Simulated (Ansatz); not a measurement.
# C₂H₄Cl₂Ge: how energies converge with the basis set

One table from this session's results is given with a row withheld; the runs are named, their logs left out.

The runs use Ansatz 0.2.0, Gaussian basis; one geometry, several basis sets.

Plan: PBE0-D4/def2-SVP; ωB97M-V/def2-SVP; PBE0-D4/def2-QZVPP; ωB97M-V/def2-QZVPP; the functionals' def2-TZVPP values are taken from earlier runs.

## Structure used throughout

The geometry comes from an earlier relaxation with PBE0-D4 in a triple-zeta def2 set; it is a stationary point, not always the lowest conformer.

9 atoms, charge 0, spin multiplicity 1.

Atoms are counted from 1 here; the program's logs count them from 0.

Bond lengths: C1–C2 1.326 Å, C1–H6 1.086 Å, C1–H7 1.085 Å, C2–Ge3 1.923 Å, C2–H8 1.087 Å, Ge3–Cl4 2.148 Å, Ge3–Cl5 2.146 Å, Ge3–H9 1.531 Å. Angles: C2–C1–H6 121.4°, C2–C1–H7 121.9°, H6–C1–H7 116.7°, C1–C2–Ge3 122.8°, C1–C2–H8 120.5°, Ge3–C2–H8 116.7°, C2–Ge3–Cl4 108.8°, C2–Ge3–Cl5 108.8°, C2–Ge3–H9 116.8°, Cl4–Ge3–Cl5 108.0°, Cl4–Ge3–H9 106.6°, Cl5–Ge3–H9 107.5°.

As a file:

```mol
C2H4Cl2Ge
  3D, bonds by distance, orders not assigned

  9  8  0  0  0  0  0  0  0  0999 V2000
    1.6152   -0.0448   -0.0599 C   0  0
    0.4668   -0.6997    0.0392 C   0  0
   -1.2317    0.1916    0.1767 Ge  0  0
   -2.4764   -0.4320   -1.4597 Cl  0  0
   -0.9169    2.3076    0.0019 Cl  0  0
    2.5618   -0.5713   -0.1386 H   0  0
    1.6579    1.0398   -0.0710 H   0  0
    0.4489   -1.7867    0.0383 H   0  0
   -2.0373   -0.0510    1.4560 H   0  0
  1  2  8  0
  2  3  8  0
  3  4  8  0
  3  5  8  0
  1  6  8  0
  1  7  8  0
  2  8  8  0
  3  9  8  0
M  END
```

Set-up of the first run:

Input file in.yaml:

```yaml
crystal:
  periodic: [false, false, false]
  atoms:
    - {symbol: C, position_ang: [1.615235, -0.044807, -0.059890]}
    - {symbol: C, position_ang: [0.466787, -0.699743, 0.039154]}
    - {symbol: Ge, position_ang: [-1.231700, 0.191598, 0.176724]}
    - {symbol: Cl, position_ang: [-2.476371, -0.432005, -1.459688]}
    - {symbol: Cl, position_ang: [-0.916856, 2.307613, 0.001907]}
    - {symbol: H, position_ang: [2.561782, -0.571297, -0.138587]}
    - {symbol: H, position_ang: [1.657867, 1.039796, -0.070966]}
    - {symbol: H, position_ang: [0.448920, -1.786696, 0.038334]}
    - {symbol: H, position_ang: [-2.037263, -0.050958, 1.456012]}
basis:
  gaussian: {orbitals: def2-SVP}
hamiltonian: {xc: pbe0, dispersion: d4}
output: {orbitals: {seedname: orbitals}}
```

The run is started by

```console
> ansatz run in.yaml --threads 4 --pin off --events-out ev --progress --plain --max-ram 10444MiB
```

Among the steps run: PBE0-D4 in def2-SVP; ωB97M-V in def2-SVP; PBE0-D4 in def2-QZVPP; ωB97M-V in def2-QZVPP.

One table of the session follows, with a row left open; its other results are not shown here.

It belongs to the step «Functionals by basis». 

```
functional       basis  HOMO (eV)
   PBE0-D4    def2-SVP      -8.55
   PBE0-D4  def2-TZVPP      -8.63
   PBE0-D4  def2-QZVPP      -8.65
   ωB97M-V    def2-SVP     -10.76
   ωB97M-V  def2-TZVPP          ?
   ωB97M-V  def2-QZVPP     -10.90
```

**Question.** Estimate the row for ωB97M-V, def2-TZVPP.

**Answer.** HOMO (eV): -10.88. In the column «HOMO (eV)» it lies between ωB97M-V, def2-QZVPP (-10.90) and ωB97M-V, def2-SVP (-10.76).
